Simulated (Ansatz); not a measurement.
# H₄LiNSi with the probe HF: a probe moved round a molecule

A grid of calculations on H₄LiNSi (SMILES [Li][SiH2]N) with the probe HF, to see where the energy is lowest and how it rises around there.

Computed with Ansatz 0.2.0. Level: RKS CAM-B3LYP-D4/def2-SVPD.

## Step 1: Where the work starts

7 atoms, charge 0, spin multiplicity 1.

Atoms are counted from 1 here; the program's logs count them from 0.

Bond lengths: Li1–Si2 2.374 Å, Li1–N3 1.918 Å, Si2–N3 1.952 Å, Si2–H4 1.529 Å, Si2–H5 1.529 Å, N3–H6 1.027 Å, N3–H7 1.026 Å. Angles: Si2–Li1–N3 52.8°, Li1–Si2–N3 51.5°, Li1–Si2–H4 123.4°, Li1–Si2–H5 130.1°, N3–Si2–H4 99.5°, N3–Si2–H5 100.9°, H4–Si2–H5 99.2°, Li1–N3–Si2 75.7°, Li1–N3–H6 121.0°, Li1–N3–H7 126.8°, Si2–N3–H6 111.3°, Si2–N3–H7 112.2°, H6–N3–H7 105.2°.

Coordinates:

```
Li   -1.79704    0.11476    0.96897
Si   -0.45568    0.04181   -0.98830
N     0.11557    0.00046    0.87786
H     0.23195   -1.22789   -1.49047
H     0.50624    1.08274   -1.56134
H     0.70584    0.80958    1.10554
H     0.69313   -0.82145    1.08773
```

This geometry comes from a loose relaxation at PBE in a small basis, which is not shown.

## Step 4: Plan of the scan

The probe is moved over a plane parallel to the molecule's main plane, 3.45 Å above it (x and y are the axes of that plane, centred on the molecule).

The axes are (1) x of the probe's F atom: 11 values from −3.15 Å; (2) y of the probe's F atom: 11 values from −3.15 Å.

Nothing else is relaxed (molecule and probe rigid, the probe upright with F nearest the plane). Energies count from molecule and probe far apart, each relaxed in its own basis (no counterpoise correction). Points are written as (first, second).

The probe HF moves over a plane: parallel to the molecule's main plane, 3.45 Å above it. The molecule is turned into the frame of its main axes, as the inputs below show.

(The set-up runs are not shown.)

## Step 5: Point (3.15 Å, 1.26 Å)

File input.yaml:

```yaml
crystal:
  periodic: [false, false, false]
  atoms:
    - { symbol: Li, position_ang: [1.16157, -0.521492, 0.0] }
    - { symbol: Si, position_ang: [-1.188786, -0.486477, 0.0] }
    - { symbol: "N", position_ang: [0.027215, 1.007969, 0.0] }
    - { symbol: H, position_ang: [-2.084553, -0.110536, -1.157273] }
    - { symbol: H, position_ang: [-2.087018, -0.10935, 1.154937] }
    - { symbol: H, position_ang: [-0.090964, 1.611676, 0.810815] }
    - { symbol: H, position_ang: [-0.091986, 1.612775, -0.809824] }
    - { symbol: F, position_ang: [3.15, 1.26, 3.45] }
    - { symbol: H, position_ang: [3.15, 1.26, 4.373647] }
basis:
  gaussian: { orbitals: def2-SVPD }
hamiltonian:
  xc: { name: CAM-B3LYP }
  dispersion: d4
output:
  forces: true
```

Run with:

```sh
$ ansatz run input.yaml --threads 1 --pin off --max-ram 2560MiB --backend cpu --events-out ev --progress --plain --runs-dir out
```

The session goes on with these runs: all other points of the grid.

Before running it: what results should come out? Wanted: lowest point; highest computed point; dipole moment.

As calculated:

| quantity | value |
| --- | --- |
| lowest point | (1.89 Å, 0.00 Å), −8.6 kJ/mol |
| highest computed point | (−1.89 Å, −0.63 Å), 15.3 kJ/mol above the lowest |
| dipole moment (D) | 5.48 at (−3.15 Å, 0.00 Å) to 5.83 at (1.89 Å, 0.00 Å); 5.83 at the lowest point |
| time for the whole task | 13 min on 1 thread, shared host |

What this shows: The lowest computed point is at (1.89 Å, 0.00 Å), −8.6 kJ/mol from molecule and probe far apart, each relaxed in its own basis (no counterpoise correction). The grid is coarse, so the true minimum lies between grid points and may sit elsewhere than the lowest one. It is the only kind of minimum in the scanned range. The highest computed point, (−1.89 Å, −0.63 Å), lies 15.3 kJ/mol above the lowest. Near the minimum the curvatures are about 0.017 and 0.035 eV/Å² along the soft and the stiff direction. Without a counterpoise correction the wells come out somewhat too deep.
